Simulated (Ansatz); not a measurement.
**CH2BBrO: one structure at several levels**

How do the functionals fare away from a minimum? The structure is a structure displaced at random from a GFN2-xTB minimum.

The runs use Ansatz 0.2.0, Gaussian basis; single points in def2-TZVPP.

Correlated methods freeze the cores. Filled d shells of the heavier atoms are correlated.

## 1. The starting structure

SMILES `OC=BBr`, 6 atoms, charge 0, spin multiplicity 1.

Atoms are counted from 1 here; the program's logs count them from 0.

Bond lengths: O1–C2 1.334 Å, O1–H5 0.963 Å, C2–B3 1.468 Å, C2–H6 1.044 Å, B3–Br4 1.749 Å. Angles: C2–O1–H5 110.3°, O1–C2–B3 130.9°, O1–C2–H6 111.1°, B3–C2–H6 117.9°, C2–B3–Br4 170.8°.

Coordinates:

```xyz
6
charge 0, multiplicity 1
O    -0.4615    1.2752   -0.7000
C     0.3004    0.4795    0.0529
B     0.1702   -0.9445    0.3839
Br    0.2517   -2.6068    0.9224
H    -1.2661    0.8158   -0.9632
H     1.0985    1.0072    0.4700
```

## 2. CCSD(T)/def2-TZVPP

Contents of run/in.yaml:

```yaml
crystal:
  periodic: [false, false, false]
  atoms:
    - {symbol: O, position_ang: [-0.461500, 1.275200, -0.700000]}
    - {symbol: C, position_ang: [0.300400, 0.479500, 0.052900]}
    - {symbol: B, position_ang: [0.170200, -0.944500, 0.383900]}
    - {symbol: Br, position_ang: [0.251700, -2.606800, 0.922400]}
    - {symbol: H, position_ang: [-1.266100, 0.815800, -0.963200]}
    - {symbol: H, position_ang: [1.098500, 1.007200, 0.470000]}
basis:
  gaussian: {orbitals: def2-TZVPP}
correlation: {method: ccsd_t}
output: {forces: true}
```

The command line of these runs was not kept.

## 3. PBE0-D4/def2-TZVPP

Edit run/in.yaml of step 2 so:

```diff
@@ -11,3 +11,3 @@
   gaussian: {orbitals: def2-TZVPP}
-correlation: {method: ccsd_t}
-output: {forces: true}
+hamiltonian: {xc: pbe0, dispersion: d4}
+output: {forces: true, orbitals: {seedname: orbitals}}
```

## 4. wB97M-V/def2-TZVPP

Edit run/in.yaml of step 3 so:

```diff
@@ -11,3 +11,3 @@
   gaussian: {orbitals: def2-TZVPP}
-hamiltonian: {xc: pbe0, dispersion: d4}
-output: {forces: true, orbitals: {seedname: orbitals}}
+hamiltonian: {xc: {name: wB97M-V}}
+output: {forces: true}
```

## 5. r2SCAN-D4/def2-TZVPP

Edit run/in.yaml of step 4 so:

```diff
@@ -11,3 +11,3 @@
   gaussian: {orbitals: def2-TZVPP}
-hamiltonian: {xc: {name: wB97M-V}}
+hamiltonian: {xc: r2scan, dispersion: d4}
 output: {forces: true}
```

## 6. PBE-D4/def2-TZVPP

Edit run/in.yaml of step 5 so:

```diff
@@ -11,3 +11,3 @@
   gaussian: {orbitals: def2-TZVPP}
-hamiltonian: {xc: r2scan, dispersion: d4}
+hamiltonian: {xc: pbe, dispersion: d4}
 output: {forces: true}
```

## 7. B97M-V/def2-TZVPP

Edit run/in.yaml of step 6 so:

```diff
@@ -11,3 +11,3 @@
   gaussian: {orbitals: def2-TZVPP}
-hamiltonian: {xc: pbe, dispersion: d4}
+hamiltonian: {xc: {name: B97M-V}}
 output: {forces: true}
```

## 8. wB97X-V/def2-TZVPP

Edit run/in.yaml of step 7 so:

```diff
@@ -11,3 +11,3 @@
   gaussian: {orbitals: def2-TZVPP}
-hamiltonian: {xc: {name: B97M-V}}
+hamiltonian: {xc: {name: wB97X-V}}
 output: {forces: true}
```

(Steps that only read results are left out.)

What does the calculation give? Wanted: energy less free atoms, CCSD(T)/def2-TZVPP; RMS force component; RMS force error; HOMO and LUMO, PBE0-D4; T1 diagnostic.

**Answer**, as computed:

| quantity | value |
| --- | --- |
| energy less free atoms, CCSD(T)/def2-TZVPP | -2043.7 kJ/mol |
| RMS force component | 1.753 to 1.915 eV/Å over the methods |
| RMS force error | PBE0-D4 0.222, wB97M-V 0.204, r2SCAN-D4 0.141, PBE-D4 0.221, B97M-V 0.184, wB97X-V 0.191 eV/Å |
| HOMO and LUMO, PBE0-D4 | -5.19 and -1.85 eV |
| T1 diagnostic | 0.012 |

**Reading.** Against CCSD(T) the functionals' energies less atoms differ by -173.5 to -61.5 kJ/mol, PBE-D4 by -173.5 kJ/mol. The reference is not at the basis limit: in triple zeta CCSD(T) underbinds, which counts against methods that bind more; the gaps are no ranking. The forces of r2SCAN-D4 come nearest to CCSD(T), those of PBE0-D4 are farthest. Frozen-core CCSD(T) forces in triple zeta carry basis errors of their own, and this is one geometry, so small gaps rank nothing. The restricted Hartree–Fock reference is unstable towards an unrestricted one at one or more of these structures.
